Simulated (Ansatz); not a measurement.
## CH7BSn, SMILES C[BH][SnH3]: a single point from an input written key by key

Run with Ansatz 0.2.0, Python API.

Contents of `input.yaml`:
```yaml
crystal:
  periodic: [false, false, false]
  atoms:
    - { symbol: C, position_ang: [-1.0861, 0.9369, -0.6813] }
    - { symbol: B, position_ang: [-0.2025, -0.3004, -0.7542] }
    - { symbol: Sn, position_ang: [1.0896, -0.8011, 0.9422] }
    - { symbol: H, position_ang: [-2.1197, 0.6795, -0.7995] }
    - { symbol: H, position_ang: [-0.8692, 1.6631, -1.5398] }
    - { symbol: H, position_ang: [-0.9988, 1.5209, 0.2745] }
    - { symbol: H, position_ang: [-0.1772, -0.9842, -1.7088] }
    - { symbol: H, position_ang: [2.828, -0.7877, 0.4151] }
    - { symbol: H, position_ang: [0.9168, 0.4076, 2.262] }
    - { symbol: H, position_ang: [0.7022, -2.3857, 1.5927] }
basis:
  gaussian: { orbitals: def2-SVP }
hamiltonian:
  xc: hf
```

The script, `run_deck.py`:
```python
'''Run CH7BSn from an input written out key by key.'''

import ansatz as az


def main() -> None:
    session = az.Session.from_deck('input.yaml')
    rep = session.plan(threads=1).execute().report

    print('reference energy %16.6f eV' % rep['reference_energy_ev'])
    print('total energy     %16.6f eV' % rep['free_energy_ev'])
    print('occupied orbitals outside the frozen core (up, down):', rep['n_occupied'], ' frozen:', rep['n_frozen'], ' virtual:', rep['n_virtual'])
    symbols = ['C', 'B', 'Sn', 'H', 'H', 'H', 'H', 'H', 'H', 'H']


if __name__ == '__main__':
    main()
```

```console
$ python run_deck.py
reference energy     -7615.516706 eV
total energy         -7615.516706 eV
occupied orbitals outside the frozen core (up, down): [20, 20]  frozen: 0  virtual: [69, 69]
```

What to keep in mind:
- Total energies depend on the basis set; only differences at equal settings carry meaning.
- The geometry is a force-field or estimated start, not a minimum of this method, and the basis set is short of its limit.
- Wall time of the script: 1.2 s on 1 thread of Arm Neoverse V1, on a shared host, peak memory 0.19 GiB.
